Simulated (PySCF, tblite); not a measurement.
**C₄H₆BClO: geometry, infrared bands and NMR shifts**

Wanted: the infrared bands and NMR shifts of C₄H₆BClO (`C=CO/C=C/BCl`), by calculation.

Programs: tblite 0.8.0 and PySCF 2.14.0, with density-fitted response routines of our own. Each step states its level of theory. These are calculated values for one molecule in the gas phase, unless marked as measured. Atoms are numbered from 0 throughout.

### 1 The molecule as given

13 atoms, charge 0, multiplicity 1; geometry from: force field or distance geometry start.

Bonds of the start (Å): C0–C1 1.32, C1–O2 1.37, O2–C3 1.39, C3–C4 1.34, C4–B5 1.57, B5–Cl6 1.86, C0–H7 1.08, C0–H8 1.08, C1–H9 1.11, C3–H10 1.07, C4–H11 1.09, B5–H12 1.18.

### 2 Geometry optimisation with GFN2-xTB

Job settings and geometry (Å):

```
{"job": {"kind": "relax", "xc": "GFN2-xTB", "basis": "xTB"}, "charge": 0, "multiplicity": 1}
C     -2.578100     0.927300    -0.113700
C     -1.969200    -0.242300     0.005900
O     -0.860000    -0.606700    -0.719000
C      0.404500    -0.040200    -0.587900
C      1.387300    -0.889700    -0.258900
B      2.853200    -0.364800    -0.085300
Cl     3.242600     1.390100    -0.576600
H     -3.441400     1.202200     0.478800
H     -2.209300     1.642900    -0.833300
H     -2.377400    -0.946600     0.763200
H      0.595000     1.001700    -0.713900
H      1.187000    -1.950600    -0.131300
H      3.761500    -1.122600    -0.107100
```

Started as:

```bash
> OMP_NUM_THREADS=1 python probes_run.py task.json out
```

This one command runs all jobs of the session in turn.

**Question.** This job is followed by: GFN2-xTB harmonic vibrations, gas phase; GIAO PBE0/pcSseg-1 NMR shielding, non-relativistic, gas phase. What will the session give for the following? strongest single infrared mode (GFN2-xTB); zero-point energy (GFN2-xTB); 13C shifts against TMS (PBE0/pcSseg-1); 1H shifts against TMS (PBE0/pcSseg-1); 17O shifts against H2O (PBE0/pcSseg-1); 11B shifts against BF3·OEt2 (PBE0/pcSseg-1); 35Cl shifts against HCl (PBE0/pcSseg-1).

The runs gave:

```
                                   quantity                                   value
  strongest single infrared mode (GFN2-xTB)                   1126 cm⁻¹, 481 km/mol
               zero-point energy (GFN2-xTB)                           57.2 kcal/mol
     13C shifts against TMS (PBE0/pcSseg-1)           168.3, 155.4, 116.8, 94.6 ppm
      1H shifts against TMS (PBE0/pcSseg-1)  8.36, 6.75, 6.50, 6.26, 4.93, 4.71 ppm
     17O shifts against H2O (PBE0/pcSseg-1)                               218.3 ppm
11B shifts against BF3·OEt2 (PBE0/pcSseg-1)                                57.7 ppm
    35Cl shifts against HCl (PBE0/pcSseg-1)                                 194 ppm
```

**Reading.** Relaxing lowered the energy by 0.951 eV in 74 steps; the close pair that moved most is B5–Cl6, from 1.864 to 1.708 Å. All 33 modes are real, so the xTB geometry is a minimum. The strongest single mode, at 1126 cm⁻¹, is carried by B5, H12, H11. Unscaled tight-binding wavenumbers are off by several per cent, some by more. Its intensities can rank the bands wrongly. At PBE0/pcSseg-1: The largest span, 679 ppm, is at Cl6, where the paramagnetic term is -393 ppm.
